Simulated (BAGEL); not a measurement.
# UHF/STO-3G (density fitting with qzvpp-jkfit) run of GeSiH4F (SMILES F[SiH][GeH3])

What is the vertical doublet–quartet gap of GeSiH4F at UHF/STO-3G (density fitting with qzvpp-jkfit)? 

The results are computed with BAGEL 1.2.2.

2 further runs of the same task are left out: 1 that didn't finish, 1 set aside as unsound or not needed.

### Step 1. The molecule

GeSiH4F has 7 atoms, charge 0, and is taken as a doublet. As SMILES, `F[SiH][GeH3]`. The coordinates come from a PBE0-D4/def2-TZVP relaxation.

Bond lengths: F1–Si2 1.610 Å, Si2–Ge3 2.386 Å, Si2–H4 1.494 Å, Ge3–H5 1.538 Å, Ge3–H6 1.535 Å, Ge3–H7 1.540 Å. Angles: F1–Si2–Ge3 110.1°, F1–Si2–H4 106.6°, Ge3–Si2–H4 113.1°, Si2–Ge3–H5 107.6°, Si2–Ge3–H6 109.9°, Si2–Ge3–H7 112.2°, H5–Ge3–H6 109.0°, H5–Ge3–H7 109.1°, H6–Ge3–H7 109.0°.

### Step 2. The energy at UHF/STO-3G (density fitting with qzvpp-jkfit)

Contents of calc.json:

```json
{ "bagel" : [

{
  "title" : "molecule",
  "basis" : "sto-3g",
  "df_basis" : "qzvpp-jkfit",
  "angstrom" : "true",
  "geometry" : [
    { "atom" : "F", "xyz" : [   -0.828200,   -1.797600,    1.409500 ] },
    { "atom" : "Si", "xyz" : [   -0.880400,   -1.140500,   -0.059400 ] },
    { "atom" : "Ge", "xyz" : [    0.333800,    0.913400,   -0.081600 ] },
    { "atom" : "H", "xyz" : [   -0.325400,   -2.158700,   -1.001700 ] },
    { "atom" : "H", "xyz" : [    0.289700,    1.465200,   -1.516000 ] },
    { "atom" : "H", "xyz" : [   -0.331000,    1.924700,    0.863100 ] },
    { "atom" : "H", "xyz" : [    1.802700,    0.725500,    0.340400 ] }
  ]
},
{ "title" : "uhf", "charge" : 0, "nopen" : 1 },
{ "title" : "print", "file" : "orbitals.molden", "orbitals" : "true" }

]}
```

On the command line:

```sh
$ BAGEL_NUM_THREADS=1 BAGEL calc.json > calc.out
```

Standard output:

```text
* using 1 threads per process

  ===============================================================
  ===============================================================

  *** Geometry ***

  { "atom" : "F", "xyz" : [     -1.565071,     -3.396972,      2.663569 ] },
  { "atom" : "Si", "xyz" : [     -1.663715,     -2.155233,     -0.112250 ] },
  { "atom" : "Ge", "xyz" : [      0.630791,      1.726076,     -0.154202 ] },
  { "atom" : "H", "xyz" : [     -0.614917,     -4.079352,     -1.892939 ] },
  { "atom" : "H", "xyz" : [      0.547454,      2.768827,     -2.864825 ] },
  { "atom" : "H", "xyz" : [     -0.625499,      3.637156,      1.631023 ] },
  { "atom" : "H", "xyz" : [      3.406609,      1.370996,      0.643263 ] },

  Number of auxiliary basis functions:      543

  Since a DF basis is specified, we compute 2- and 3-index integrals:
    o Being stored without compression. Storage requirement is 0.006 GB

  Number of basis functions:       36
  Number of electrons      :       59

    * METHOD: MOLECULE                             1.17

  *** Open-shell HF ***

  === Nuclear Repulsion ===
   243.4029952314

      * DIIS with orbital gradients will be used.

  === UHF iteration (sto-3g) ===
      0      -2437.64457647          0.01843750           0.26
      1      -2437.70316874          0.00457126           0.23
      2      -2437.70837941          0.00169203           0.24
      3      -2437.70931495          0.00076058           0.27
      4      -2437.70970438          0.00016925           0.38
      5      -2437.70974927          0.00002676           0.25
      6      -2437.70975353          0.00000873           0.31
      7      -2437.70975432          0.00000532           0.17
      8      -2437.70975467          0.00000221           0.30
      9      -2437.70975473          0.00000069           0.24
     10      -2437.70975473          0.00000026           0.25
     11      -2437.70975473          0.00000008           0.20
     12      -2437.70975473          0.00000002           0.19
     13      -2437.70975473          0.00000001           0.28
    * SCF iteration converged.

    * S^2 (UHF) is 0.7522

    * Permanent dipole moment:
           (    0.278656,    -0.119627,     0.364496) a.u.

    * METHOD: UHF                                  4.17

    * METHOD: PRINT                                0.01

  ===============================================================
```

Run time: 6.3 s. Hardware: 1 thread of Intel Xeon at 2.50GHz (Skylake/Cascade Lake), shared host.

### Step 3. The quartet, same level

Contents of input.json:

```json
{ "bagel": [

{
  "title": "molecule",
  "basis": "sto-3g",
  "df_basis": "qzvpp-jkfit",
  "angstrom": true,
  "geometry": [
    { "atom": "F", "xyz": [      -0.828200,      -1.797600,       1.409500 ] },
    { "atom": "Si", "xyz": [      -0.880400,      -1.140500,      -0.059400 ] },
    { "atom": "Ge", "xyz": [       0.333800,       0.913400,      -0.081600 ] },
    { "atom": "H", "xyz": [      -0.325400,      -2.158700,      -1.001700 ] },
    { "atom": "H", "xyz": [       0.289700,       1.465200,      -1.516000 ] },
    { "atom": "H", "xyz": [      -0.331000,       1.924700,       0.863100 ] },
    { "atom": "H", "xyz": [       1.802700,       0.725500,       0.340400 ] }
  ]
},

{
  "title": "uhf",
  "nopen": 3
},

{
  "title": "print",
  "file": "orbitals.molden",
  "orbitals": true
}

]}
```

On the command line:

```sh
$ BAGEL_NUM_THREADS=1 BAGEL input.json > input.out
```

Standard output:

```text
* using 1 threads per process

  ===============================================================
  ===============================================================

  *** Geometry ***

  { "atom" : "F", "xyz" : [     -1.565071,     -3.396972,      2.663569 ] },
  { "atom" : "Si", "xyz" : [     -1.663715,     -2.155233,     -0.112250 ] },
  { "atom" : "Ge", "xyz" : [      0.630791,      1.726076,     -0.154202 ] },
  { "atom" : "H", "xyz" : [     -0.614917,     -4.079352,     -1.892939 ] },
  { "atom" : "H", "xyz" : [      0.547454,      2.768827,     -2.864825 ] },
  { "atom" : "H", "xyz" : [     -0.625499,      3.637156,      1.631023 ] },
  { "atom" : "H", "xyz" : [      3.406609,      1.370996,      0.643263 ] },

  Number of auxiliary basis functions:      543

  Since a DF basis is specified, we compute 2- and 3-index integrals:
    o Being stored without compression. Storage requirement is 0.006 GB

  Number of basis functions:       36
  Number of electrons      :       59

    * METHOD: MOLECULE                             1.89

  *** Open-shell HF ***

  === Nuclear Repulsion ===
   243.4029952314

      * DIIS with orbital gradients will be used.

  === UHF iteration (sto-3g) ===
      0      -2437.21168752          0.01798309           0.66
      1      -2437.29658433          0.01038299           0.49
      2      -2437.32160888          0.00380612           0.32
      3      -2437.33057519          0.00218391           0.68
      4      -2437.34140485          0.00133750           0.38
      5      -2437.34511037          0.00116422           0.25
      6      -2437.34846702          0.00101856           0.35
      7      -2437.35247386          0.00072929           0.68
      8      -2437.35374404          0.00025049           0.44
      9      -2437.35374924          0.00021400           0.37
     10      -2437.35388061          0.00008889           0.37
     11      -2437.35389640          0.00004317           0.59
     12      -2437.35390020          0.00002373           0.29
     13      -2437.35390262          0.00001060           0.30
     14      -2437.35390294          0.00000427           0.43
     15      -2437.35390299          0.00000257           0.62
     16      -2437.35390301          0.00000129           0.89
     17      -2437.35390301          0.00000083           0.46
     18      -2437.35390301          0.00000034           0.54
     19      -2437.35390301          0.00000018           0.70
     20      -2437.35390301          0.00000010           0.21
     21      -2437.35390301          0.00000007           0.77
     22      -2437.35390301          0.00000004           0.40
     23      -2437.35390301          0.00000002           0.80
     24      -2437.35390301          0.00000001           0.34
     25      -2437.35390301          0.00000001           0.23
    * SCF iteration converged.

    * S^2 (UHF) is 3.7583

    * Permanent dipole moment:
           (    0.307799,    -0.220957,     0.381517) a.u.

    * METHOD: UHF                                 13.52

    * METHOD: PRINT                                0.00

  ===============================================================
```

Wall time 17 s (1 thread of Intel Xeon at 2.50GHz (Skylake/Cascade Lake), shared host).

### Step 4. What came out

At UHF/STO-3G (density fitting with qzvpp-jkfit):

| quantity | value |
| --- | --- |
| doublet: total energy | -2437.70975 Eh |
| doublet: dipole moment | 1.21 D |
| doublet: ⟨S²⟩ | 0.752 |
| quartet: total energy | -2437.35390 Eh |
| quartet: dipole moment | 1.37 D |
| quartet: ⟨S²⟩ | 3.758 |
| vertical energy of the quartet above the doublet | 9.683 eV |

In words: At this shape the quartet lies 9.68 eV (223 kcal/mol) above the doublet. In a minimal basis such a difference can be off by several eV, whatever the method.
